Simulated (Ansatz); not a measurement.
# Mn2Ga5: further runs on the relaxed cell

The task here is to estimate one member of a computed series from the others.

Computed with Ansatz 0.2.0 (DFT PBEsol, scalar-relativistic, plane waves, PAW, unless a step's input says otherwise).

## The structure to begin with

It takes space group P4/mbm (No. 127, tetragonal). The conventional cell has a = 8.655 Å, b = 8.655 Å, c = 2.647 Å, α = 90.00°, β = 90.00°, γ = 90.00°. Around Mn (site symmetry m2m) lie 10 Ga at 2.55 to 2.68 Å and 2 Mn at 2.65 Å. Ga (site symmetry mmm) is surrounded by 4 Mn at 2.55 Å and 6 Ga at 2.61 to 2.65 Å. Ga (site symmetry m) has 4 Mn at 2.60 to 2.68 Å and 6 Ga at 2.61 to 2.82 Å in its first shell of neighbours.

Structure file:

```xyz
14
Lattice="8.6549 0.0000 0.0000 0.0000 8.6549 0.0000 0.0000 0.0000 2.6471" Properties=species:S:1:pos:R:3 pbc="T T T"
Mn    5.8700    1.5425    1.3235
Mn    7.1125    5.8700    1.3235
Mn    2.7850    7.1125    1.3235
Mn    1.5425    2.7850    1.3235
Ga    4.3275    0.0000    0.0000
Ga    0.0000    4.3275    0.0000
Ga    1.7798    0.5555    0.0000
Ga    8.0995    1.7798    0.0000
Ga    6.8751    8.0995    0.0000
Ga    0.5555    6.8751    0.0000
Ga    6.1073    3.7720    0.0000
Ga    3.7720    2.5476    0.0000
Ga    2.5476    4.8829    0.0000
Ga    4.8829    6.1073    0.0000
```

It is the result of an earlier relaxation at this level (volume 14.16 Å³/atom; gap on the mesh: none (metal), site moments up to 2.1 μB).

The first run:

Contents of input.yaml:

```yaml
crystal:
  lattice:
    - [8.5675166131, 0.0, 0.0]
    - [0.0, 8.5675166131, 0.0]
    - [0.0, 0.0, 2.620328442]
  atoms:
    - { symbol: Mn, position: [0.6782212134, 0.1782212134, 0.5], spin: 2.33 }
    - { symbol: Mn, position: [0.8217787866, 0.6782212134, 0.5], spin: 2.33 }
    - { symbol: Mn, position: [0.3217787866, 0.8217787866, 0.5], spin: 2.33 }
    - { symbol: Mn, position: [0.1782212134, 0.3217787866, 0.5], spin: 2.33 }
    - { symbol: Ga, position: [0.5, 0.0, 0.0] }
    - { symbol: Ga, position: [0.0, 0.5, 0.0] }
    - { symbol: Ga, position: [0.2056436573, 0.0641795771, 0.0] }
    - { symbol: Ga, position: [0.9358204229, 0.2056436573, 0.0] }
    - { symbol: Ga, position: [0.7943563427, 0.9358204229, 0.0] }
    - { symbol: Ga, position: [0.0641795771, 0.7943563427, 0.0] }
    - { symbol: Ga, position: [0.7056436573, 0.4358204229, 0.0] }
    - { symbol: Ga, position: [0.4358204229, 0.2943563427, 0.0] }
    - { symbol: Ga, position: [0.2943563427, 0.5641795771, 0.0] }
    - { symbol: Ga, position: [0.5641795771, 0.7056436573, 0.0] }
basis:
  ecutwfc: 420
kpoints:
  mp_grid: { grid: [4, 4, 14] }
hamiltonian:
  xc: pbesol
scf:
  occupations: { method: gaussian, width: 0.1 }
output:
  forces: true
  stress: true
  eigenvalues: true
  populations: true
magnetization:
  spin_polarized: true
relax:
  adjacent_minimum: "off"
  f_tol: 0.01
  max_steps: 30
  cell: { stress_tol: 0.1, fix: [volume] }
```

Launch:

```
$ ansatz run input.yaml --threads 4 --pin off --max-ram 10240MiB --backend cpu --events-out ev --progress --plain --runs-dir out
```

Among the steps run: The cell scaled to 0.97 of its volume; The cell scaled to 1.03 of its volume; Point at V/V0 = 0.94; Point at V/V0 = 1.06; Point at V/V0 = 0.91; Volume × 1.10; Volume × 0.88.

One of the session's tables, all rows but one given; the rest of the session is left out.

It belongs to the step «Energy against volume». 

| volume (Å³/atom) | energy above the lowest point (meV/atom) | pressure (GPa) | largest moment (μB) |
| --- | --- | --- | --- |
| 12.464 | 94.6 | 20.23 | 1.67 |
| 12.889 | 49.6 | 13.76 | 1.80 |
| 13.314 | 20.6 | 8.23 | 1.89 |
| 13.738 | 5.0 | 3.76 | 2.01 |
| 14.163 | 0.0 | 0.00 | 2.11 |
| 14.588 | ? | ? | ? |
| 15.013 | 16.7 | -5.90 | 2.28 |
| 15.580 | 42.6 | -8.61 | 2.41 |

**Question.** Estimate the row for volume (Å³/atom) = 14.588.

Worked estimate for «energy above the lowest point (meV/atom)». A straight line through the neighbours (14.163, 0.0) and (15.013, 16.7) gives 0.0 + (16.7 − 0.0) × (14.588 − 14.163) / (15.013 − 14.163) = 8.3; a parabola fitted to 4 rows on both sides gives 4.6.

**Answer.** energy above the lowest point (meV/atom): 4.4; pressure (GPa): -3.27; largest moment (μB): 2.19. In «energy above the lowest point (meV/atom)» the line misses by +3.9 and the parabola by +0.2.
